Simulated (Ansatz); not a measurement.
# Ga12P10 zinc blende off rod (Ga12P10Br6): structure and electronic state

Aim: characterise Ga12P10 zinc blende off rod (Ga12P10Br6) as a singlet: its structure, frontier levels and distribution of charge.

Method: RKS PBE0-D4/def2-TZVP; program: Ansatz 0.2.0, Gaussian basis.

The runs, in order: relaxation at PBE-D4/def2-SVP; a single point at PBE0-D4/def2-TZVP.

1 further run of the same task is left out (set aside as unsound or not needed). Runs told in other sessions of the task aren't counted.

## Step 1: Starting geometry

28 atoms, charge 0, spin multiplicity 1.

Atoms are counted from 1 here; the program's logs count them from 0.

Bond lengths: P1–Ga13 2.290 Å, P1–Ga15 2.305 Å, P2–Ga11 2.351 Å, P2–Ga16 2.373 Å, P2–Ga17 2.395 Å, P3–Ga13 2.399 Å, P3–Ga16 2.313 Å, P3–Ga18 2.471 Å, P4–Ga11 2.369 Å, P4–Ga12 2.465 Å, P4–Ga13 2.590 Å, P4–Ga19 2.499 Å, P5–Ga12 2.372 Å, P5–Ga17 2.422 Å, P5–Ga20 2.338 Å, P6–Ga14 2.360 Å, P6–Ga19 2.387 Å, P6–Ga21 2.351 Å and more. Angles: Ga13–P1–Ga15 78.5°, Ga11–P2–Ga16 88.5°, Ga11–P2–Ga17 83.1°, Ga16–P2–Ga17 99.5°, Ga13–P3–Ga16 111.9°, Ga13–P3–Ga18 80.9°, Ga16–P3–Ga18 106.0°, Ga11–P4–Ga12 82.4°, Ga11–P4–Ga13 98.5°, Ga11–P4–Ga19 108.0°, Ga12–P4–Ga13 150.3°, Ga12–P4–Ga19 74.8°, Ga13–P4–Ga19 76.8°, Ga12–P5–Ga17 92.9°, Ga12–P5–Ga20 98.7°, Ga17–P5–Ga20 105.8°, Ga14–P6–Ga19 92.4°, Ga14–P6–Ga21 101.9° and more.

Coordinates:

```xyz
28

P     1.19277   -4.50383   -1.59277
P    -2.02045    1.79490   -3.26263
P     0.75483   -1.33281   -4.27999
P    -1.38774   -1.49594   -0.54758
P    -1.68947    2.58105    0.52554
P     1.67818   -1.31079    1.94016
P     1.82396    1.41956   -1.24816
P    -2.42151   -0.67091    3.18005
P     0.60708    2.28477    4.20540
P     4.47593   -1.48298   -2.42229
Ga   -2.62320   -0.10044   -2.00912
Ga   -1.91607    0.28476    1.07347
Ga    0.21399   -2.55306   -2.28716
Ga   -0.46252   -1.94465    2.70534
Ga    3.03581   -3.23218   -2.13844
Ga   -0.74981    0.37753   -4.67966
Ga   -0.43712    2.10442   -1.49187
Ga    2.46816   -0.39234   -2.76803
Ga    0.79467   -0.37597   -0.07052
Ga   -0.10139    3.17440    2.13595
Ga    1.95889    0.78442    2.96870
Ga   -1.26495    0.89094    4.51323
Br   -4.93826   -0.68170   -2.07097
Br   -0.69101   -4.25664    3.22507
Br   -1.20105    0.77434   -6.98819
Br    0.82248    5.33192    1.73107
Br    4.22677    1.49667    2.93740
Br   -2.14897    1.03457    6.71600
```

The start is a GFN1-xTB geometry.

## Step 2: Relaxation at PBE-D4/def2-SVP

File in.yaml:

```yaml
crystal:
  periodic: [false, false, false]
  atoms:
    - {symbol: P, position_ang: [1.192770, -4.503830, -1.592770]}
    - {symbol: P, position_ang: [-2.020450, 1.794900, -3.262630]}
    - {symbol: P, position_ang: [0.754830, -1.332810, -4.279990]}
    - {symbol: P, position_ang: [-1.387740, -1.495940, -0.547580]}
    - {symbol: P, position_ang: [-1.689470, 2.581050, 0.525540]}
    - {symbol: P, position_ang: [1.678180, -1.310790, 1.940160]}
    - {symbol: P, position_ang: [1.823960, 1.419560, -1.248160]}
    - {symbol: P, position_ang: [-2.421510, -0.670910, 3.180050]}
    - {symbol: P, position_ang: [0.607080, 2.284770, 4.205400]}
    - {symbol: P, position_ang: [4.475930, -1.482980, -2.422290]}
    - {symbol: Ga, position_ang: [-2.623200, -0.100440, -2.009120]}
    - {symbol: Ga, position_ang: [-1.916070, 0.284760, 1.073470]}
    - {symbol: Ga, position_ang: [0.213990, -2.553060, -2.287160]}
    - {symbol: Ga, position_ang: [-0.462520, -1.944650, 2.705340]}
    - {symbol: Ga, position_ang: [3.035810, -3.232180, -2.138440]}
    - {symbol: Ga, position_ang: [-0.749810, 0.377530, -4.679660]}
    - {symbol: Ga, position_ang: [-0.437120, 2.104420, -1.491870]}
    - {symbol: Ga, position_ang: [2.468160, -0.392340, -2.768030]}
    - {symbol: Ga, position_ang: [0.794670, -0.375970, -0.070520]}
    - {symbol: Ga, position_ang: [-0.101390, 3.174400, 2.135950]}
    - {symbol: Ga, position_ang: [1.958890, 0.784420, 2.968700]}
    - {symbol: Ga, position_ang: [-1.264950, 0.890940, 4.513230]}
    - {symbol: Br, position_ang: [-4.938260, -0.681700, -2.070970]}
    - {symbol: Br, position_ang: [-0.691010, -4.256640, 3.225070]}
    - {symbol: Br, position_ang: [-1.201050, 0.774340, -6.988190]}
    - {symbol: Br, position_ang: [0.822480, 5.331920, 1.731070]}
    - {symbol: Br, position_ang: [4.226770, 1.496670, 2.937400]}
    - {symbol: Br, position_ang: [-2.148970, 1.034570, 6.716000]}
basis:
  gaussian: {orbitals: def2-SVP, fitting: {mean_field: def2-universal-jkfit}}
hamiltonian: {xc: pbe, dispersion: d4}
scf: {lower_state_search: "off"}
output: {orbitals: {seedname: orbitals}}
relax: {f_tol: 0.03, max_steps: 70}
```

Run with:

```console
ansatz run in.yaml --threads 11 --pin off --events-out ev --progress --plain --max-ram 174080MiB --backend cuda --devices 0, --max-vram 75GiB
```

After this run come: Single point, PBE0-D4/def2-TZVP.

Q: Predict the results of all the runs planned. Wanted: point group; commonest bond; HOMO, LUMO at PBE0-D4/def2-TZVP; dipole at PBE-D4/def2-SVP.

**Answer**, as computed:

```
                       quantity                            value
                    point group                               C1
                 commonest bond  Ga–P, 29 of mean length 2.345 Å
HOMO, LUMO at PBE0-D4/def2-TZVP                  -6.68, -3.66 eV
      dipole at PBE-D4/def2-SVP                           3.75 D
```

The relaxation broke 1 and made 5 bonds, so the end is another structure than the start. No usable vibrations, so a minimum isn't proven. Whether this spin is the lowest isn't tested here. The point group is read from a loosely relaxed geometry; soft torsions can leave it below the true symmetry.
